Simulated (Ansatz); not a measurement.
# CH₅FNSi radical: small, medium and large basis sets

One table from this session's results is given with a row withheld; the runs are named, their logs left out.

Method: one geometry, several basis sets; program: Ansatz 0.2.0, Gaussian basis.

Plan: PBE0-D4/def2-SVP; ωB97M-V/def2-SVP; PBE0-D4/def2-QZVPP; ωB97M-V/def2-QZVPP; the functionals' def2-TZVPP values are taken from earlier runs.

## The relaxed structure

An earlier PBE0-D4 in a triple-zeta def2 set relaxation fixed the geometry.

9 atoms, charge 0, spin multiplicity 2.

Atoms are counted from 1 here; the program's logs count them from 0.

Bond lengths: C1–Si2 1.852 Å, C1–H5 1.092 Å, C1–H6 1.092 Å, C1–H7 1.093 Å, Si2–N3 1.731 Å, Si2–F4 1.606 Å, Si2–H8 1.485 Å, N3–H9 1.020 Å. Angles: Si2–C1–H5 110.9°, Si2–C1–H6 110.3°, Si2–C1–H7 110.1°, H5–C1–H6 108.4°, H5–C1–H7 108.4°, H6–C1–H7 108.7°, C1–Si2–N3 109.0°, C1–Si2–F4 108.5°, C1–Si2–H8 113.1°, N3–Si2–F4 113.9°, N3–Si2–H8 105.7°, F4–Si2–H8 106.7°, Si2–N3–H9 117.8°.

Set-up of the first run:

in.yaml reads:

```yaml
crystal:
  periodic: [false, false, false]
  atoms:
    - {symbol: C, position_ang: [-0.394081, 1.112026, -0.371788]}
    - {symbol: Si, position_ang: [-0.145814, -0.646657, 0.154161]}
    - {symbol: N, position_ang: [1.352949, -0.771582, 1.010697]}
    - {symbol: F, position_ang: [-0.231671, -1.584617, -1.146396]}
    - {symbol: H, position_ang: [0.400013, 1.432152, -1.049858]}
    - {symbol: H, position_ang: [-0.390539, 1.771121, 0.498684]}
    - {symbol: H, position_ang: [-1.351504, 1.218458, -0.887213]}
    - {symbol: H, position_ang: [-1.187652, -1.126366, 1.097249]}
    - {symbol: H, position_ang: [2.036999, -1.450935, 0.677463]}
basis:
  gaussian: {orbitals: def2-SVP}
magnetization: {spin_polarized: true, initial_magnetization: 1}
hamiltonian: {xc: pbe0, dispersion: d4}
output: {orbitals: {seedname: orbitals}}
```

Started as:

```console
> ansatz run in.yaml --threads 4 --pin off --events-out ev --progress --plain --max-ram 10444MiB
```

Steps of the session up to this table: PBE0-D4 in def2-SVP; ωB97M-V in def2-SVP; PBE0-D4 in def2-QZVPP; ωB97M-V in def2-QZVPP.

One of the session's tables, all rows but one given; the rest of the session is left out.

It belongs to the step «Functionals by basis». 

```
functional       basis  HOMO (eV)  LUMO (eV)
   PBE0-D4    def2-SVP          ?          ?
   PBE0-D4  def2-TZVPP      -8.27      -3.49
   PBE0-D4  def2-QZVPP      -8.31      -3.54
   ωB97M-V    def2-SVP     -10.40      -1.07
   ωB97M-V  def2-TZVPP     -10.69      -1.45
   ωB97M-V  def2-QZVPP     -10.73      -1.53
```

Q: Estimate the row for PBE0-D4, def2-SVP from the others.

The run gave: HOMO (eV): -8.01; LUMO (eV): -3.22. In the column «HOMO (eV)» it is the highest.
